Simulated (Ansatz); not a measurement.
# EuAg2: the cost of one run

All numbers below are computed with Ansatz 0.2.0 (DFT r²SCAN, scalar-relativistic, plane waves, PAW).

1 further run of the same task is left out (set aside as unsound or not needed).

**1. The structure to begin with**

The cell holds 24 atoms (Ag16DyEu7): a = 8.835 Å, b = 8.835 Å, c = 9.490 Å, α = 105.63°, β = 105.63°, γ = 114.92°.

Structure file:

```
Dy Eu Ag
1.0
    -4.75238    7.44818    0.00000
    -4.75238   -7.44818    0.00000
     4.75238    0.00000    8.21466
Dy Eu Ag
1 7 16
Direct
  0.64692 0.39692 0.04384
  0.39692 0.64692 0.54384
  0.14692 0.89692 0.04384
  0.89692 0.14692 0.54384
  0.60308 0.35308 0.45616
  0.35308 0.60308 0.95616
  0.10308 0.85308 0.45616
  0.85308 0.10308 0.95616
  0.94463 0.39251 0.33714
  0.69463 0.64251 0.83714
  0.44463 0.89251 0.33714
  0.19463 0.14251 0.83714
  0.39251 0.94463 0.83714
  0.14251 0.19463 0.33714
  0.89251 0.44463 0.83714
  0.64251 0.69463 0.33714
  0.30537 0.35749 0.16286
  0.05537 0.60749 0.66286
  0.80537 0.85749 0.16286
  0.55537 0.10749 0.66286
  0.85749 0.80537 0.66286
  0.60749 0.05537 0.16286
  0.35749 0.30537 0.66286
  0.10749 0.55537 0.16286
```

The host was relaxed before at r²SCAN: a = 4.752 Å, b = 7.448 Å, c = 8.215 Å, α = 90.00°, β = 90.00°, γ = 90.00° (conventional cell), 24.231 Å³/atom.

Places, in fractions of the supercell: Dy in place of Eu at (0.647, 0.397, 0.044). The start keeps the symmetry of the ideal site.

**2. The perfect crystal in the supercell of 24 atoms**

input.yaml reads:

```yaml
crystal:
  lattice:
    - [-4.752381052, 7.4481757893, 0.0]
    - [-4.752381052, -7.4481757893, 0.0]
    - [4.752381052, 0.0, 8.2146642402]
  atoms:
    - { symbol: Eu, position: [0.6469206123, 0.3969206123, 0.0438412247], spin: 7.56 }
    - { symbol: Eu, position: [0.3969206123, 0.6469206123, 0.5438412247], spin: 7.56 }
    - { symbol: Eu, position: [0.1469206123, 0.8969206123, 0.0438412247], spin: 7.56 }
    - { symbol: Eu, position: [0.8969206123, 0.1469206123, 0.5438412247], spin: 7.56 }
    - { symbol: Eu, position: [0.6030793877, 0.3530793877, 0.4561587753], spin: 7.56 }
    - { symbol: Eu, position: [0.3530793877, 0.6030793877, 0.9561587753], spin: 7.56 }
    - { symbol: Eu, position: [0.1030793877, 0.8530793877, 0.4561587753], spin: 7.56 }
    - { symbol: Eu, position: [0.8530793877, 0.1030793877, 0.9561587753], spin: 7.56 }
    - { symbol: Ag, position: [0.9446324218, 0.3925101341, 0.3371425558] }
    - { symbol: Ag, position: [0.6946324218, 0.6425101341, 0.8371425558] }
    - { symbol: Ag, position: [0.4446324218, 0.8925101341, 0.3371425558] }
    - { symbol: Ag, position: [0.1946324218, 0.1425101341, 0.8371425558] }
    - { symbol: Ag, position: [0.3925101341, 0.9446324218, 0.8371425558] }
    - { symbol: Ag, position: [0.1425101341, 0.1946324218, 0.3371425558] }
    - { symbol: Ag, position: [0.8925101341, 0.4446324218, 0.8371425558] }
    - { symbol: Ag, position: [0.6425101341, 0.6946324218, 0.3371425558] }
    - { symbol: Ag, position: [0.3053675782, 0.3574898659, 0.1628574442] }
    - { symbol: Ag, position: [0.0553675782, 0.6074898659, 0.6628574442] }
    - { symbol: Ag, position: [0.8053675782, 0.8574898659, 0.1628574442] }
    - { symbol: Ag, position: [0.5553675782, 0.1074898659, 0.6628574442] }
    - { symbol: Ag, position: [0.8574898659, 0.8053675782, 0.6628574442] }
    - { symbol: Ag, position: [0.6074898659, 0.0553675782, 0.1628574442] }
    - { symbol: Ag, position: [0.3574898659, 0.3053675782, 0.6628574442] }
    - { symbol: Ag, position: [0.1074898659, 0.5553675782, 0.1628574442] }
basis:
  ecutwfc: 500
  xc_grid: 3
kpoints:
  mp_grid: { grid: [3, 3, 3], shift: [0.0, 0.0, 0.0] }
hamiltonian:
  xc: r2scan
scf:
  occupations: { method: gaussian, width: 0.05 }
  lower_state_search: "off"
output:
  forces: true
  stress: true
  eigenvalues: true
  populations: true
magnetization:
  spin_polarized: true
```

Launch:

```bash
ansatz run input.yaml --threads 8 --pin off --max-ram 14336MiB --backend cpu --events-out ev --progress --plain --runs-dir out
```

**Question.** How long does this run take on 8 threads of Arm Neoverse V1, shared host, and how much memory does it need?

About 2.9 min, with a peak of 8 GiB.
